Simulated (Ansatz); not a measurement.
# C2H8NSi radical: small, medium and large basis sets

Aim: see how fast density functionals converge with the basis set for C2H8NSi radical.

The runs use Ansatz 0.2.0, Gaussian basis; one geometry, several basis sets.

The runs, in order: PBE0-D4/def2-SVP; ωB97M-V/def2-SVP; PBE0-D4/def2-QZVPP; ωB97M-V/def2-QZVPP; the functionals' def2-TZVPP values are taken from earlier runs.

## (1) The geometry

An earlier PBE0-D4 in a triple-zeta def2 set relaxation fixed the geometry.

SMILES `CN(C)[SiH2]`, 12 atoms, charge 0, spin multiplicity 2.

Atoms are counted from 1 here; the program's logs count them from 0.

Bond lengths: C1–N2 1.441 Å, C1–H5 1.097 Å, C1–H6 1.099 Å, C1–H7 1.091 Å, N2–C3 1.441 Å, N2–Si4 1.724 Å, C3–H8 1.099 Å, C3–H9 1.097 Å, C3–H10 1.091 Å, Si4–H11 1.495 Å, Si4–H12 1.495 Å. Angles: N2–C1–H5 110.4°, N2–C1–H6 112.2°, N2–C1–H7 110.5°, H5–C1–H6 107.6°, H5–C1–H7 107.9°, H6–C1–H7 108.1°, C1–N2–C3 113.9°, C1–N2–Si4 121.8°, C3–N2–Si4 121.8°, N2–C3–H8 112.2°, N2–C3–H9 110.4°, N2–C3–H10 110.5°, H8–C3–H9 107.6°, H8–C3–H10 108.1°, H9–C3–H10 107.9°, N2–Si4–H11 106.6°, N2–Si4–H12 106.7°, H11–Si4–H12 110.7°.

## (2) PBE0-D4 in def2-SVP

File in.yaml:

```yaml
crystal:
  periodic: [false, false, false]
  atoms:
    - {symbol: C, position_ang: [-0.374340, 1.052125, -0.802338]}
    - {symbol: N, position_ang: [-0.051955, -0.102348, -0.002787]}
    - {symbol: C, position_ang: [1.123312, 0.061853, 0.814412]}
    - {symbol: Si, position_ang: [-1.205791, -1.345200, 0.305153]}
    - {symbol: H, position_ang: [0.455586, 1.292108, -1.478814]}
    - {symbol: H, position_ang: [-0.569558, 1.941737, -0.187280]}
    - {symbol: H, position_ang: [-1.259073, 0.859533, -1.411774]}
    - {symbol: H, position_ang: [1.019283, 0.889764, 1.529658]}
    - {symbol: H, position_ang: [1.998306, 0.273378, 0.187038]}
    - {symbol: H, position_ang: [1.327067, -0.850403, 1.377920]}
    - {symbol: H, position_ang: [-1.956297, -1.558672, -0.970509]}
    - {symbol: H, position_ang: [-0.429538, -2.569173, 0.673322]}
basis:
  gaussian: {orbitals: def2-SVP}
magnetization: {spin_polarized: true, initial_magnetization: 1}
hamiltonian: {xc: pbe0, dispersion: d4}
output: {orbitals: {seedname: orbitals}}
```

On the command line:

```sh
ansatz run in.yaml --threads 4 --pin off --events-out ev --progress --plain --max-ram 10444MiB
```

Further steps of the session: ωB97M-V in def2-SVP; PBE0-D4 in def2-QZVPP; ωB97M-V in def2-QZVPP.

Q: Predict the results of all the runs planned. Wanted: PBE0-D4: double and triple zeta above quadruple; ωB97M-V: double and triple zeta above quadruple.

The runs gave:

```
                                       quantity          value
PBE0-D4: double and triple zeta above quadruple  7.37, 0.49 eV
ωB97M-V: double and triple zeta above quadruple  7.59, 0.48 eV
```

In words: For PBE0-D4 the step from double to triple zeta gains 6.88 eV and the next only 0.49 eV. Total energies overstate the basis error of differences, where much of it tends to cancel.
